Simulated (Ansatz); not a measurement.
# Mg2C: how the settings move a single-point run

How sensitive is a single-point run of Mg2C to its settings? A reference run comes first, then one run with altered input. The cell is built on a prototype (antifluorite) and needn't be the phase found in nature.

Program: Ansatz 0.2.0. Level of theory: reference: DFT, HSE06, plane waves, PAW. These are calculated values, not measurements.

1 further run of the same task is left out (for a known fault of the program).

**1. The starting structure**

It takes space group Fm-3m (No. 225, cubic). Conventional cell: a = 5.422 Å, b = 5.422 Å, c = 5.422 Å, α = 90.00°, β = 90.00°, γ = 90.00°. Around C (site symmetry m-3m) lie 8 Mg at 2.35 Å. Mg (site symmetry -43m) is surrounded by 4 C at 2.35 Å.

As a file:

```cif
data_structure
_symmetry_space_group_name_H-M 'P 1'
_symmetry_Int_Tables_number 1
_cell_length_a 3.8339
_cell_length_b 3.8339
_cell_length_c 3.8339
_cell_angle_alpha 60.000
_cell_angle_beta 60.000
_cell_angle_gamma 60.000
_cell_volume 39.85
loop_
_atom_site_label
_atom_site_type_symbol
_atom_site_fract_x
_atom_site_fract_y
_atom_site_fract_z
_atom_site_occupancy
C1 C 0.00000 0.00000 0.00000 1
Mg1 Mg 0.25000 0.25000 0.25000 1
Mg2 Mg 0.75000 0.75000 0.75000 1
```

**2. The reference run**

Input file input.yaml:

```yaml
crystal:
  lattice:
    - [0.0, 2.7109426181, 2.7109426181]
    - [2.7109426181, 0.0, 2.7109426181]
    - [2.7109426181, 2.7109426181, 0.0]
  atoms:
    - { symbol: C, position: [0.0, 0.0, 0.0] }
    - { symbol: Mg, position: [0.25, 0.25, 0.25] }
    - { symbol: Mg, position: [0.75, 0.75, 0.75] }
kpoints:
  mp_grid: { grid: [4, 4, 4] }
hamiltonian:
  xc: hse06
scf:
  occupations: { method: fixed }
  n_extra_bands: 4
output:
  forces: true
  stress: true
  eigenvalues: true
  write_density: true
  write_potential: true
  elf: true
  volumetric_format: npy
```

The run is started by

```console
> ansatz run input.yaml --threads 4 --pin off --max-ram 3686MiB --backend cpu --events-out ev --progress --plain --runs-dir out
```

**3. Changed: accuracy high**

Changes to input.yaml since step 2:

```diff
@@ -20,5 +20,2 @@
   eigenvalues: true
-  write_density: true
-  write_potential: true
-  elf: true
-  volumetric_format: npy
+accuracy: high
```

What does the calculation give? Wanted: for each run, ending; energy change; pressure; gap; force.

**Answer**, as computed:

```tsv
run	ending	energy change	pressure (GPa)	gap (eV)	force (eV/Å)	cycles	time
reference	converged	0	-0.6	1.39	0.00	12	4.4 s
1: accuracy high	converged	0.0 meV/atom	-0.6	1.39	0.00	12	4.4 s
```

Times don't compare one to one where runs were asked for different outputs or read a saved state (see the inputs); cycles may leave out searches for a lower state.

Residual by cycle in the longest SCF loop of each run; runs are numbered as in the table. The quantity is the density residual dr2, in eV.

```tsv
cycle	reference	run 1
1	0.00806	0.00806
2	0.00199	0.00199
3	6.9e-4	6.9e-4
4	1.2e-4	1.2e-4
5	1.3e-5	1.3e-5
6	1.1e-5	1.1e-5
7	6.7e-7	6.7e-7
```

The changed input (accuracy level) leaves the energy the same to the digits printed.
